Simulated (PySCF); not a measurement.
# C₃H₁₂Si₃: NMR shifts at several levels of theory

Aim: compute the NMR shifts of C₃H₁₂Si₃ (`C=CC([SiH3])([SiH3])[SiH3]`) at several levels, and see how far they spread and what each costs.

The runs use PySCF 2.14.0, with density-fitted response routines of our own; the level of theory stands in each step. All values are computed, except where a source is named. Atoms are numbered from 0 throughout.

## Step 1: The starting structure

18 atoms, charge 0, multiplicity 1; geometry from: GFN2-xTB.

Bonds of the start (Å): C0–C1 1.32, C1–C2 1.49, C2–Si3 1.91, C2–Si4 1.91, C2–Si5 1.91, C0–H6 1.08, C0–H7 1.08, C1–H8 1.09, Si3–H9 1.47, Si3–H10 1.46, Si3–H11 1.46, Si4–H12 1.47, Si4–H13 1.47, Si4–H14 1.47, Si5–H15 1.47, Si5–H16 1.46, Si5–H17 1.46.

## Step 2: Geometry optimisation at PBE0-D3(BJ)/def2-SVP

The job: settings as JSON, then the geometry in Å.

```
{"job": {"xc": "PBE0", "basis": "def2-SVP", "d3": "d3bj", "grid": 1, "kind": "geom"}, "charge": 0, "multiplicity": 1}
C      1.696697     1.192107    -1.152235
C      1.118052     0.816313    -0.023447
C     -0.079937    -0.051977     0.136057
Si    -1.379279     0.968695     1.102073
Si    -0.836591    -0.653502    -1.509373
Si     0.465873    -1.559136     1.182018
H      2.569119     1.824830    -1.154827
H      1.327908     0.887303    -2.117150
H      1.547856     1.166148     0.911223
H     -0.802136     1.444852     2.363242
H     -1.772878     2.134995     0.307760
H     -2.556300     0.148328     1.390589
H     -1.296859     0.478883    -2.318642
H      0.129464    -1.437976    -2.283979
H     -1.989045    -1.507663    -1.208883
H      1.047025    -1.106213     2.449784
H     -0.682318    -2.422004     1.462044
H      1.484590    -2.317666     0.452090
```

The program printed:

```text
step   0  E = -989.11301614  max force = 0.013627
step   1  E = -989.11711274  max force = 0.001800
step   2  E = -989.11717489  max force = 0.000772
step   3  E = -989.11715279  max force = 0.001370
step   4  E = -989.11717991  max force = 0.000474
step   5  E = -989.11718479  max force = 0.000228
optimisation converged
```

It took 80 s on 1 thread, shared host.

Step by step:

```tsv
step	energy from step 0 (eV)	largest force component (eV/Å)
0	0.0000	0.7007
1	-0.1115	0.0926
2	-0.1132	0.0397
3	-0.1126	0.0704
4	-0.1133	0.0244
5	-0.1134	0.0117
```

Close pairs (by a distance rule), those that changed most:

```tsv
bond	before (Å)	after (Å)	change (Å)
Si5–H16	1.463	1.495	+0.032
Si3–H11	1.463	1.495	+0.032
Si5–H15	1.466	1.496	+0.030
Si3–H9	1.466	1.496	+0.030
Si4–H13	1.466	1.495	+0.030
Si4–H12	1.466	1.495	+0.029
Si5–H17	1.465	1.494	+0.029
Si3–H10	1.465	1.494	+0.029
```

The final coordinates are the input of the step that follows.

```tsv
at the end point	value
point group (found at 0.08 Å tolerance)	Cs
rotational constants (GHz, main isotopes)	1.670, 1.478, 1.398
dipole moment (D)	0.50
```

## Step 3: NMR shieldings: PBE0/cc-pVDZ

The job: settings as JSON, then the geometry in Å.

```
{"job": {"kind": "nmr", "xc": "PBE0", "basis": "cc-pVDZ", "pop": true}, "charge": 0, "multiplicity": 1}
C      1.537887     0.994627    -1.267817
C      0.960103     0.604182    -0.126614
C     -0.249238    -0.276778     0.035923
Si    -1.561785     0.690262     1.013767
Si    -1.012558    -0.864698    -1.597080
Si     0.260762    -1.796942     1.057660
H      2.419442     1.639731    -1.250198
H      1.167942     0.695894    -2.253775
H      1.409695     0.959653     0.812640
H     -0.970607     1.157679     2.306159
H     -2.013064     1.879017     0.229090
H     -2.740678    -0.181432     1.306206
H     -1.460219     0.298369    -2.423451
H     -0.027712    -1.665788    -2.387339
H     -2.196231    -1.723441    -1.290026
H      0.864391    -1.345705     2.350032
H     -0.930081    -2.651812     1.351210
H      1.270986    -2.601286     0.306037
```

Method: GIAO PBE0/cc-pVDZ NMR shielding, non-relativistic, gas phase.

The program printed:

```text
coarse grid: 15576 points
cycle   1  E = -989.3991604713  dE =  1.714e-01  |g| = 3.292e-01  |ddm| = 7.207e+00
cycle   2  E = -989.3879381843  dE =  1.122e-02  |g| = 3.790e-01  |ddm| = 1.388e+00
cycle   3  E = -989.4287254903  dE = -4.079e-02  |g| = 5.138e-02  |ddm| = 7.196e-01
cycle   4  E = -989.4292707989  dE = -5.453e-04  |g| = 3.023e-02  |ddm| = 1.254e-01
cycle   5  E = -989.4295112327  dE = -2.404e-04  |g| = 8.493e-03  |ddm| = 5.674e-02
cycle   6  E = -989.4295305341  dE = -1.930e-05  |g| = 1.887e-03  |ddm| = 1.573e-02
cycle   7  E = -989.4295314656  dE = -9.315e-07  |g| = 4.398e-04  |ddm| = 3.659e-03
final grid: 133872 points
cycle   8  E = -989.4495370196  dE = -1.168e-05  |g| = 5.906e-03  |ddm| = 4.889e-02
cycle   9  E = -989.4495275545  dE =  9.465e-06  |g| = 8.245e-03  |ddm| = 2.440e-02
cycle  10  E = -989.4495468691  dE = -1.931e-05  |g| = 1.215e-03  |ddm| = 1.431e-02
cycle  11  E = -989.4495472585  dE = -3.894e-07  |g| = 1.912e-04  |ddm| = 1.993e-03
cycle  12  E = -989.4495472687  dE = -1.017e-08  |g| = 6.122e-05  |ddm| = 4.040e-04
cycle  13  E = -989.4495472697  dE = -9.582e-10  |g| = 1.808e-05  |ddm| = 1.227e-04
converged SCF energy = -989.4495472697

GIAO shielding tensors (ppm)
atom      isotropic    diamagn.    paramagn.     s11        s22        s33       span
  0 C       80.613     256.696    -176.083    -20.003     90.561    171.281    191.284
  1 C       58.341     253.103    -194.763    -51.450     65.634    160.838    212.288
  2 C      191.261     241.158     -49.897    169.125    187.743    216.915     47.789
  3 Si     470.449     883.129    -412.680    434.315    449.270    527.762     93.446
  4 Si     481.204     884.341    -403.137    449.073    463.888    530.651     81.577
  5 Si     470.410     882.941    -412.531    433.793    449.729    527.708     93.915
  6 H       26.121      29.676      -3.555     23.619     24.715     30.027      6.408
  7 H       26.055      33.587      -7.532     22.719     24.174     31.273      8.554
  8 H       25.261      32.673      -7.412     23.279     23.415     29.089      5.810
  9 H       27.265      30.439      -3.174     23.887     25.404     32.503      8.616
 10 H       27.442      30.246      -2.804     23.719     25.560     33.047      9.328
 11 H       27.201      30.327      -3.126     23.851     25.143     32.609      8.758
 12 H       27.124      31.029      -3.905     24.140     24.676     32.557      8.417
 13 H       27.116      30.929      -3.813     24.149     24.662     32.538      8.388
 14 H       27.375      30.429      -3.054     24.061     25.622     32.443      8.382
 15 H       27.267      30.270      -3.003     23.893     25.404     32.504      8.612
 16 H       27.199      30.165      -2.966     23.848     25.133     32.617      8.769
 17 H       27.447      29.992      -2.545     23.721     25.577     33.043      9.321
```

Wall time 27 s (1 thread, shared host).

The references, computed at this level on geometries of the same kind, shield at (ppm): 1H TMS 31.29, 13C TMS 196.8, 29Si TMS 418.6. Their shielding less the atom's gives the shift. The references are single molecules in the gas phase. Atoms listed in one row are averaged.

```tsv
atoms	environment	σ (ppm)	δ (ppm)
C1	alkene CH	58.3	138.4
C0	terminal =CH2 carbon	80.6	116.1
C2	allylic fully substituted sp3 carbon bonded to 3 Si	191.3	5.5
H8	hydrogen on an alkene CH	25.26	6.03
H7	hydrogen on a terminal =CH2 carbon	26.06	5.23
H6	hydrogen on a terminal =CH2 carbon	26.12	5.17
H9, H10, H11, H12, H13 and 4 more	hydrogen on a silicon bonded to C	27.27	4.02
Si3, Si4, Si5	silicon bonded to C, 3 H	474.0	-55.4
```

Charges from the same density, by scheme (e):

```tsv
atoms	Mulliken	IAO	Hirshfeld	ESP fit
C0	-0.05	-0.32	-0.10	-0.40
C1	-0.03	-0.13	-0.03	-0.11
C2	-0.49	-0.72	-0.21	-0.06
Si3, Si4, Si5	0.22	0.55	0.29	0.13
```

Mayer bond orders: C0–C1 2.00, C1–C2 1.02, C2–Si3 0.93, C2–Si4 0.95, C2–Si5 0.93.

## Step 4: Nuclear shieldings: PBE0/aug-cc-pVDZ

Settings changed since step 3:

```diff
@@ -1,2 +1,2 @@
-{"job": {"kind": "nmr", "xc": "PBE0", "basis": "cc-pVDZ", "pop": true}, "charge": 0, "multiplicity": 1}
+{"job": {"kind": "nmr", "xc": "PBE0", "basis": "aug-cc-pVDZ", "pop": true}, "charge": 0, "multiplicity": 1}
 C      1.537887     0.994627    -1.267817
```

Level: GIAO PBE0/aug-cc-pVDZ NMR shielding, non-relativistic, gas phase.

The program printed:

```text
coarse grid: 15576 points
cycle   1  E = -989.4083341299  dE =  1.603e-01  |g| = 3.391e-01  |ddm| = 1.305e+01
cycle   2  E = -989.3930264602  dE =  1.531e-02  |g| = 4.025e-01  |ddm| = 2.622e+00
cycle   3  E = -989.4390936965  dE = -4.607e-02  |g| = 5.647e-02  |ddm| = 1.310e+00
cycle   4  E = -989.4397472039  dE = -6.535e-04  |g| = 3.424e-02  |ddm| = 2.687e-01
cycle   5  E = -989.4400581754  dE = -3.110e-04  |g| = 8.563e-03  |ddm| = 1.029e-01
cycle   6  E = -989.4400781683  dE = -1.999e-05  |g| = 1.774e-03  |ddm| = 2.659e-02
cycle   7  E = -989.4400790040  dE = -8.357e-07  |g| = 4.954e-04  |ddm| = 6.088e-03
final grid: 133872 points
cycle   8  E = -989.4601548144  dE = -2.266e-05  |g| = 5.969e-03  |ddm| = 3.243e-01
cycle   9  E = -989.4601441361  dE =  1.068e-05  |g| = 8.524e-03  |ddm| = 5.050e-02
cycle  10  E = -989.4601649302  dE = -2.079e-05  |g| = 1.225e-03  |ddm| = 2.493e-02
cycle  11  E = -989.4601653213  dE = -3.911e-07  |g| = 2.260e-04  |ddm| = 3.908e-03
cycle  12  E = -989.4601653350  dE = -1.370e-08  |g| = 7.944e-05  |ddm| = 1.031e-03
cycle  13  E = -989.4601653368  dE = -1.780e-09  |g| = 2.169e-05  |ddm| = 3.129e-04
cycle  14  E = -989.4601653369  dE = -1.253e-10  |g| = 5.372e-06  |ddm| = 8.265e-05
converged SCF energy = -989.4601653369

GIAO shielding tensors (ppm)
atom      isotropic    diamagn.    paramagn.     s11        s22        s33       span
  0 C       80.346     235.649    -155.304    -20.716     90.598    171.155    191.871
  1 C       56.425     185.275    -128.851    -53.131     63.145    159.260    212.391
  2 C      189.844     219.860     -30.016    167.463    187.034    215.033     47.570
  3 Si     463.150     898.086    -434.936    422.828    443.422    523.199    100.371
  4 Si     471.962     900.706    -428.745    437.601    456.067    522.218     84.617
  5 Si     463.112     897.985    -434.873    422.237    443.847    523.251    101.014
  6 H       25.950      39.219     -13.269     23.508     24.625     29.717      6.210
  7 H       26.101      44.009     -17.908     22.799     24.528     30.975      8.175
  8 H       25.045      38.707     -13.662     23.159     23.201     28.773      5.614
  9 H       27.170      30.759      -3.588     23.890     25.328     32.293      8.404
 10 H       27.399      30.560      -3.161     23.804     25.608     32.784      8.980
 11 H       27.091      30.664      -3.573     23.807     25.116     32.350      8.543
 12 H       27.101      32.815      -5.714     24.188     24.738     32.377      8.189
 13 H       27.092      32.761      -5.669     24.196     24.722     32.356      8.160
 14 H       27.291      30.251      -2.960     24.105     25.579     32.190      8.085
 15 H       27.173      30.641      -3.469     23.897     25.329     32.293      8.396
 16 H       27.088      30.457      -3.369     23.802     25.105     32.357      8.555
 17 H       27.404      30.332      -2.928     23.808     25.624     32.780      8.971
```

It took 55 s on 1 thread, shared host.

In short: δ C1 138.7, C0 114.8, C2 5.3, Si3 -49.4, H8 6.35, H6 5.45 ppm (means over like atoms).

## Step 5: Nuclear shieldings: PBE0/pcSseg-0

Settings changed since step 4:

```diff
@@ -1,2 +1,2 @@
-{"job": {"kind": "nmr", "xc": "PBE0", "basis": "aug-cc-pVDZ", "pop": true}, "charge": 0, "multiplicity": 1}
+{"job": {"kind": "nmr", "xc": "PBE0", "basis": "pcSseg-0", "pop": true}, "charge": 0, "multiplicity": 1}
 C      1.537887     0.994627    -1.267817
```

Level: GIAO PBE0/pcSseg-0 NMR shielding, non-relativistic, gas phase.

The program printed:

```text
coarse grid: 15576 points
cycle   1  E = -988.0350618749  dE =  5.168e-02  |g| = 3.139e-01  |ddm| = 4.159e+00
cycle   2  E = -988.0303879449  dE =  4.674e-03  |g| = 3.362e-01  |ddm| = 8.036e-01
cycle   3  E = -988.0615362520  dE = -3.115e-02  |g| = 4.539e-02  |ddm| = 4.945e-01
cycle   4  E = -988.0620309482  dE = -4.947e-04  |g| = 1.734e-02  |ddm| = 9.110e-02
cycle   5  E = -988.0621071092  dE = -7.616e-05  |g| = 7.642e-03  |ddm| = 3.488e-02
cycle   6  E = -988.0621220671  dE = -1.496e-05  |g| = 1.621e-03  |ddm| = 9.039e-03
cycle   7  E = -988.0621227522  dE = -6.850e-07  |g| = 3.435e-04  |ddm| = 2.487e-03
final grid: 133872 points
cycle   8  E = -988.1550498699  dE = -1.425e-05  |g| = 3.658e-03  |ddm| = 2.361e-02
cycle   9  E = -988.1550472695  dE =  2.600e-06  |g| = 4.755e-03  |ddm| = 1.139e-02
cycle  10  E = -988.1550534853  dE = -6.216e-06  |g| = 7.709e-04  |ddm| = 7.222e-03
cycle  11  E = -988.1550536390  dE = -1.538e-07  |g| = 1.312e-04  |ddm| = 9.663e-04
cycle  12  E = -988.1550536434  dE = -4.379e-09  |g| = 5.709e-05  |ddm| = 2.299e-04
cycle  13  E = -988.1550536442  dE = -8.140e-10  |g| = 1.032e-05  |ddm| = 7.032e-05
converged SCF energy = -988.1550536442

GIAO shielding tensors (ppm)
atom      isotropic    diamagn.    paramagn.     s11        s22        s33       span
  0 C       64.911     257.753    -192.842    -47.708     78.632    163.808    211.515
  1 C       44.875     258.245    -213.370    -76.832     53.625    157.831    234.662
  2 C      199.299     251.201     -51.902    174.495    191.243    232.159     57.664
  3 Si     449.897     879.900    -430.002    389.079    414.444    546.169    157.091
  4 Si     459.907     880.034    -420.126    406.914    429.011    543.797    136.883
  5 Si     449.861     879.920    -430.059    388.515    414.834    546.233    157.718
  6 H       27.500      29.269      -1.769     24.791     26.063     31.645      6.854
  7 H       27.394      31.778      -4.383     24.042     25.384     32.757      8.714
  8 H       27.125      32.008      -4.883     24.909     25.216     31.250      6.341
  9 H       28.710      30.020      -1.311     24.596     26.891     34.642     10.046
 10 H       28.799      29.767      -0.968     24.424     26.894     35.079     10.655
 11 H       28.669      30.677      -2.007     24.449     26.790     34.769     10.320
 12 H       28.509      30.097      -1.588     24.721     26.230     34.576      9.855
 13 H       28.500      30.211      -1.711     24.723     26.220     34.558      9.835
 14 H       28.875      30.656      -1.781     24.839     27.182     34.605      9.766
 15 H       28.711      29.958      -1.247     24.602     26.887     34.645     10.043
 16 H       28.666      30.616      -1.950     24.442     26.780     34.775     10.334
 17 H       28.802      29.811      -1.009     24.422     26.907     35.077     10.655
```

It took 11 s on 1 thread, shared host.

This run: δ C1 148.6, C0 128.6, C2 -5.8, Si3 -104.7, H8 5.71, H7 5.44 ppm (means over like atoms).

## Step 6: Side by side: NMR shifts

Shifts (ppm) of some atoms, chosen among heavy atoms and hydrogens apart, means over like atoms, with basis size and wall time:

```tsv
run	C1	C0	C2	H8	H7	H6	Si3	functions	time
PBE0/cc-pVDZ	138.4	116.1	5.5	6.03	5.23	5.17	-55.4	156	27 s
PBE0/aug-cc-pVDZ	138.7	114.8	5.3	6.35	5.29	5.45	-49.4	258	55 s
PBE0/pcSseg-0	148.6	128.6	-5.8	5.71	5.44	5.33	-104.7	90	11 s
```

## Step 7: Summary of results

```
                                                               quantity                       value
                                                            point group                          Cs
                                   rotational constants (main isotopes)        1.67, 1.48, 1.40 GHz
                                  13C shifts against TMS (PBE0/cc-pVDZ)       138.4, 116.1, 5.5 ppm
  1H shifts against TMS (PBE0/cc-pVDZ, means over atoms taken as alike)  6.03, 5.23, 5.17, 4.02 ppm
29Si shifts against TMS (PBE0/cc-pVDZ, means over atoms taken as alike)                   -55.4 ppm
                                              range of the shift of Si3         -104.7 to -49.4 ppm
```

In words: Single values in the summary come from the first run of each kind that ended normally (PBE0/cc-pVDZ), which need not be the best level. The optimisation took 5 steps and gained 0.113 eV; among the close pairs (by a distance rule), Si5–H16 changed most, from 1.463 to 1.495 Å. No frequency check was run at this level, so the end point may be a saddle. At PBE0/cc-pVDZ: Shielding is most anisotropic at C1 (span 212 ppm, paramagnetic term -195 ppm). In ppm, Si3 (with its like atoms) moves most: its shift spreads over 55.3 ppm, from -104.7 (PBE0/pcSseg-0) to -49.4 (PBE0/aug-cc-pVDZ). Most of that comes from the computed reference, not from the atom's own shielding.
